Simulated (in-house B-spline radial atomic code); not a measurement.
**Ge²⁺: excited configurations**

How much energy does it take to promote electrons of Ge²⁺ to other shells? Each configuration is solved by itself and compared with the reference.

Program: in-house B-spline radial atomic code version 1. Level of theory: non-relativistic B97-1, spin-polarised, spherical density, exact exchange averaged over the configuration, point nucleus, basis-set limit. These are calculated values, not measurements, unless marked.

### Step 1. Starting point

```
element       : germanium (Z = 32)
charge        : +2
electrons     : 30
configuration : [Ar] 3d10 4s2
Hamiltonian   : non-relativistic
nucleus       : point
```

Outer shells as boxes (Hund's rule):

[Ar] 3d10 4s2
```
[Ar] core
3d [↑↓][↑↓][↑↓][↑↓][↑↓]
4s [↑↓]
```

Where spins are not typed, each open shell is filled with up spins first.

### Step 2. The base configuration

Settings of the run:

```ini
Z = 32
electrons = 30.0
configuration = [Ar] 3d10 4s2
hamiltonian = nr
method = b97_1
spin_polarised = True
exact_exchange = averaged over the configuration
```

On the command line:

```bash
$ python run_scf.py task.json out
```

The settings of every run stand in task.json; they run in order.

The program writes no log. Results of the run, from its result record (rounded, main fields):

```text
{
  "status": "converged",
  "scf [iteration, energy, orbital gradient]": [
    [1, -2074.78428973, 0.413],
    [2, -2074.78640152, 0.236],
    [3, -2075.98807484, 0.0259],
    [4, -2075.99781844, 0.00756],
    [5, -2075.99777615, 0.00405],
    [6, -2075.99807261, 0.00224],
    [7, -2075.99818138, 2.42e-05],
    [8, -2075.9981814, 2.09e-06],
    [9, -2075.9981814, 5.96e-08]
  ],
  "energy [hartree]": {"total": -2075.9981814, "kinetic": 2074.56554131, "nuclear": -4946.33609972, "coulomb": 874.150035481, "exact_exchange": -16.1467015886, "xc": -62.2309568825},
  "orbitals [hartree, bohr; up spins, the down spins are equal]": [
    ["name", "occ", "eps", "<r>", "<r^2>", "<1/r>", "r_max", "density_at_nucleus", "spin_orbit_zeta"],
    ["1s up", 1.0, -399.45582, 0.047853, 0.0030676, 31.504, 0.031586, 10116.0, "-"],
    ["2s up", 1.0, -50.517903, 0.21372, 0.053797, 6.925, 0.17945, 971.77, "-"],
    ["2p up", 3.0, -45.014284, 0.18529, 0.041997, 6.8896, 0.14272, "-", 0.74946],
    ["3s up", 1.0, -6.9739114, 0.63449, 0.46404, 2.2325, 0.55166, 146.75, "-"],
    ["3p up", 3.0, -5.1387994, 0.65159, 0.49938, 2.1081, 0.54767, "-", 0.09942],
    ["3d up", 5.0, -1.9563511, 0.72476, 0.66741, 1.7951, 0.5028, "-", 0.0085192],
    ["4s up", 1.0, -1.086475, 1.9814, 4.4614, 0.65663, 1.7064, 13.905, "-"]
  ],
  "sum_r [bohr^k]": {"-1": 154.573, "1": 18.02373, "2": 19.88706},
  "density_at_nucleus [bohr^-3]": 22497.07,
  "spin_density_at_nucleus [bohr^-3]": 0.0,
  "mass_velocity [hartree]": -81.28535,
  "darwin [hartree]": 60.21801
}
```

Wall time 0.45 s (1 thread, shared host).

### Step 3. [Ne] 3s2 3p5 3d10 4s2 4d1

Settings: those of step 2 with these lines changed.

```diff
@@ -2,3 +2,3 @@
 electrons = 30.0
-configuration = [Ar] 3d10 4s2
+configuration = [Ne] 3s2 3p5 3d10 4s2 4d1
 hamiltonian = nr
```

Results of the run:

```text
{
  "status": "converged",
  "iterations": 10,
  "energy [hartree]": {"total": -2071.09159938, "kinetic": 2069.68851828, "nuclear": -4919.49701141, "coulomb": 855.953375302, "exact_exchange": -15.7122010659, "xc": -61.5242804872},
  "orbitals [hartree, bohr; first row names the columns]": [
    ["name", "occ", "eps", "<r>"],
    ["1s up", 1.0, -400.29654, 0.04785],
    ["1s down", 1.0, -400.26683, 0.047847],
    ["2s up", 1.0, -51.223615, 0.21366],
    ["2s down", 1.0, -51.196634, 0.2136],
    ["2p up", 3.0, -45.740969, 0.18518],
    ["2p down", 3.0, -45.699994, 0.18523],
    ["3s up", 1.0, -7.602258, 0.62843],
    ["3s down", 1.0, -7.4901088, 0.6299],
    ["3p up", 3.0, -5.7602929, 0.64214],
    ["3p down", 2.0, -5.6839751, 0.64394],
    ["3d up", 5.0, -2.5464263, 0.68873],
    ["3d down", 5.0, -2.4737486, 0.69401],
    ["4s up", 1.0, -1.3066719, 1.8533],
    ["4s down", 1.0, -1.2873068, 1.8544],
    ["4d up", 1.0, -0.44807371, 3.2535]
  ],
  "sum_r [bohr^k]": {"-1": 153.7343, "1": 19.98173, "2": 29.66107},
  "energy_minus_base [hartree]": 4.90658202
}
```

It took 0.32 s on 1 thread, shared host.

energy_minus_base is the energy less that of the reference run.

### Step 4. Configuration [Ar] 3d10 4s1 4p1

Settings of the run:

```ini
Z = 32
electrons = 30.0
configuration = [Ar] 3d10 4s1 4p1
hamiltonian = nr
method = b97_1
spin_polarised = True
exact_exchange = averaged over the configuration
```

Results of the run:

```text
{
  "status": "converged",
  "iterations": 10,
  "energy [hartree]": {"total": -2075.7008503, "kinetic": 2074.29203437, "nuclear": -4944.2308192, "coulomb": 872.555056528, "exact_exchange": -16.1168399931, "xc": -62.2002820006},
  "orbitals [hartree, bohr; first row names the columns]": [
    ["name", "occ", "eps", "<r>"],
    ["1s up", 1.0, -399.51187, 0.047853],
    ["1s down", 1.0, -399.50607, 0.047853],
    ["2s up", 1.0, -50.571685, 0.21372],
    ["2s down", 1.0, -50.566996, 0.21373],
    ["2p up", 3.0, -45.068641, 0.18529],
    ["2p down", 3.0, -45.064089, 0.18529],
    ["3s up", 1.0, -7.0314068, 0.63445],
    ["3s down", 1.0, -7.0212187, 0.63458],
    ["3p up", 3.0, -5.1967493, 0.65155],
    ["3p down", 3.0, -5.1885472, 0.65097],
    ["3d up", 5.0, -2.0134479, 0.72578],
    ["3d down", 5.0, -2.0038995, 0.72076],
    ["4s up", 1.0, -1.1596497, 1.9584],
    ["4p up", 1.0, -0.81832202, 2.292]
  ],
  "sum_r [bohr^k]": {"-1": 154.5072, "1": 18.29456, "2": 21.26299},
  "energy_minus_base [hartree]": 0.297331098
}
```

Wall time 0.3 s (1 thread, shared host).

### Step 5. Configuration [Ne] 3s2 3p5 3d10 4s2 4p1

Settings: those of step 4 with these lines changed.

```diff
@@ -2,3 +2,3 @@
 electrons = 30.0
-configuration = [Ar] 3d10 4s1 4p1
+configuration = [Ne] 3s2 3p5 3d10 4s2 4p1
 hamiltonian = nr
```

Results of the run:

```text
{
  "status": "converged",
  "iterations": 9,
  "energy [hartree]": {"total": -2071.5662909, "kinetic": 2070.15361301, "nuclear": -4924.155265, "coulomb": 859.800523071, "exact_exchange": -15.729759455, "xc": -61.6354025248},
  "orbitals [hartree, bohr; first row names the columns]": [
    ["name", "occ", "eps", "<r>"],
    ["1s up", 1.0, -400.15295, 0.047851],
    ["1s down", 1.0, -400.12072, 0.047848],
    ["2s up", 1.0, -51.090708, 0.21367],
    ["2s down", 1.0, -51.06387, 0.21361],
    ["2p up", 3.0, -45.607648, 0.18519],
    ["2p down", 3.0, -45.565275, 0.18524],
    ["3s up", 1.0, -7.4709947, 0.62854],
    ["3s down", 1.0, -7.3570838, 0.62995],
    ["3p up", 3.0, -5.6299087, 0.64238],
    ["3p down", 2.0, -5.5510848, 0.64403],
    ["3d up", 5.0, -2.4168298, 0.69159],
    ["3d down", 5.0, -2.3423182, 0.69513],
    ["4s up", 1.0, -1.2431166, 1.8748],
    ["4s down", 1.0, -1.1906598, 1.8947],
    ["4p up", 1.0, -0.8760738, 2.1736]
  ],
  "sum_r [bohr^k]": {"-1": 153.8799, "1": 18.98471, "2": 23.17109},
  "energy_minus_base [hartree]": 4.4318905
}
```

Wall time 0.3 s (1 thread, shared host).

### Step 6. [Ar] 3d9 4s2 5f1

Settings of the run:

```ini
Z = 32
electrons = 30.0
configuration = [Ar] 3d9 4s2 5f1
hamiltonian = nr
method = b97_1
spin_polarised = True
exact_exchange = averaged over the configuration
```

Results of the run:

```text
{
  "status": "converged",
  "iterations": 11,
  "energy [hartree]": {"total": -2073.94959119, "kinetic": 2072.55457798, "nuclear": -4920.29624618, "coulomb": 851.174895288, "exact_exchange": -15.8321342103, "xc": -61.5506840638},
  "orbitals [hartree, bohr; first row names the columns]": [
    ["name", "occ", "eps", "<r>"],
    ["1s up", 1.0, -400.28806, 0.047854],
    ["1s down", 1.0, -400.28778, 0.047854],
    ["2s up", 1.0, -51.402319, 0.21375],
    ["2s down", 1.0, -51.364223, 0.21365],
    ["2p up", 3.0, -45.891892, 0.18534],
    ["2p down", 3.0, -45.861465, 0.18522],
    ["3s up", 1.0, -7.7749712, 0.62874],
    ["3s down", 1.0, -7.7113619, 0.62952],
    ["3p up", 3.0, -5.9325011, 0.6427],
    ["3p down", 3.0, -5.8629088, 0.644],
    ["3d up", 5.0, -2.7304291, 0.68875],
    ["3d down", 4.0, -2.6751206, 0.69305],
    ["4s up", 1.0, -1.4776209, 1.8184],
    ["4s down", 1.0, -1.4686042, 1.8265],
    ["5f up", 1.0, -0.16855618, 9.7187]
  ],
  "sum_r [bohr^k]": {"-1": 153.7593, "1": 26.33267, "2": 125.2185},
  "energy_minus_base [hartree]": 2.04859021
}
```

Run time: 0.42 s. Hardware: 1 thread, shared host.

### Step 7. Run with [Ar] 3d10 4s1 4d1

Settings: those of step 6 with these lines changed.

```diff
@@ -2,3 +2,3 @@
 electrons = 30.0
-configuration = [Ar] 3d9 4s2 5f1
+configuration = [Ar] 3d10 4s1 4d1
 hamiltonian = nr
```

Results of the run:

```text
{
  "status": "converged",
  "iterations": 9,
  "energy [hartree]": {"total": -2075.26803031, "kinetic": 2073.8640189, "nuclear": -4939.60605886, "coulomb": 868.675145311, "exact_exchange": -16.1008535195, "xc": -62.1002821364},
  "orbitals [hartree, bohr; first row names the columns]": [
    ["name", "occ", "eps", "<r>"],
    ["1s up", 1.0, -399.65394, 0.047852],
    ["1s down", 1.0, -399.65006, 0.047853],
    ["2s up", 1.0, -50.703605, 0.21372],
    ["2s down", 1.0, -50.698282, 0.21372],
    ["2p up", 3.0, -45.200961, 0.18528],
    ["2p down", 3.0, -45.19725, 0.18528],
    ["3s up", 1.0, -7.1637777, 0.63442],
    ["3s down", 1.0, -7.1542921, 0.63463],
    ["3p up", 3.0, -5.3284307, 0.65139],
    ["3p down", 3.0, -5.3217435, 0.65096],
    ["3d up", 5.0, -2.1438439, 0.72166],
    ["3d down", 5.0, -2.1355191, 0.719],
    ["4s up", 1.0, -1.2232284, 1.9329],
    ["4d up", 1.0, -0.4321337, 3.4539]
  ],
  "sum_r [bohr^k]": {"-1": 154.3627, "1": 19.401, "2": 28.75738},
  "energy_minus_base [hartree]": 0.730151093
}
```

It took 0.26 s on 1 thread, shared host.

### Step 8. [Ar] 3d10 4s1 4f1

Settings: those of step 7 with these lines changed.

```diff
@@ -2,3 +2,3 @@
 electrons = 30.0
-configuration = [Ar] 3d10 4s1 4d1
+configuration = [Ar] 3d10 4s1 4f1
 hamiltonian = nr
```

Results of the run:

```text
{
  "status": "converged",
  "iterations": 11,
  "energy [hartree]": {"total": -2075.0466801, "kinetic": 2073.64367999, "nuclear": -4935.4250673, "coulomb": 864.861608496, "exact_exchange": -16.095926973, "xc": -62.0309743156},
  "orbitals [hartree, bohr; first row names the columns]": [
    ["name", "occ", "eps", "<r>"],
    ["1s up", 1.0, -399.78615, 0.047852],
    ["1s down", 1.0, -399.78204, 0.047853],
    ["2s up", 1.0, -50.836469, 0.21371],
    ["2s down", 1.0, -50.832438, 0.21372],
    ["2p up", 3.0, -45.333833, 0.18528],
    ["2p down", 3.0, -45.331208, 0.18528],
    ["3s up", 1.0, -7.2927936, 0.63432],
    ["3s down", 1.0, -7.2842613, 0.63446],
    ["3p up", 3.0, -5.4570822, 0.65127],
    ["3p down", 3.0, -5.4515689, 0.6507],
    ["3d up", 5.0, -2.2715716, 0.72029],
    ["3d down", 5.0, -2.2649339, 0.71786],
    ["4s up", 1.0, -1.3178683, 1.8826],
    ["4f up", 1.0, -0.24637567, 5.7763]
  ],
  "sum_r [bohr^k]": {"-1": 154.232, "1": 21.65913, "2": 51.87906},
  "energy_minus_base [hartree]": 0.951501302
}
```

It took 0.35 s on 1 thread, shared host.

### Step 9. All configurations in order

| net move | configuration | 2|M_S|+1 | energy above the reference (eV) | largest <r> (bohr) |
| --- | --- | --- | --- | --- |
| 4s → 4p | [Ar] 3d10 4s1 4p1 | 3 | 8.091 | 2.29 |
| 4s → 4d | [Ar] 3d10 4s1 4d1 | 3 | 19.868 | 3.45 |
| 4s → 4f | [Ar] 3d10 4s1 4f1 | 3 | 25.892 | 5.78 |
| 3d → 5f | [Ar] 3d9 4s2 5f1 | 3 | 55.745 | 9.72 |
| 3p → 4p | [Ne] 3s2 3p5 3d10 4s2 4p1 | 3 | 120.60 | 2.17 |
| 3p → 4d | [Ne] 3s2 3p5 3d10 4s2 4d1 | 3 | 133.51 | 3.25 |

At the bottom stands 4s → 4p (8.091 eV), at the top 3p → 4d (133.51 eV). 3 of them lie more than 60 % above minus the reference's highest level (29.564 eV), in the range where a state can decay by emitting an electron. The reference has 2|M_S|+1 = 1; 6 of the configurations differ from it in spin. These are spherical averages at the typed spins, not spectroscopic levels.
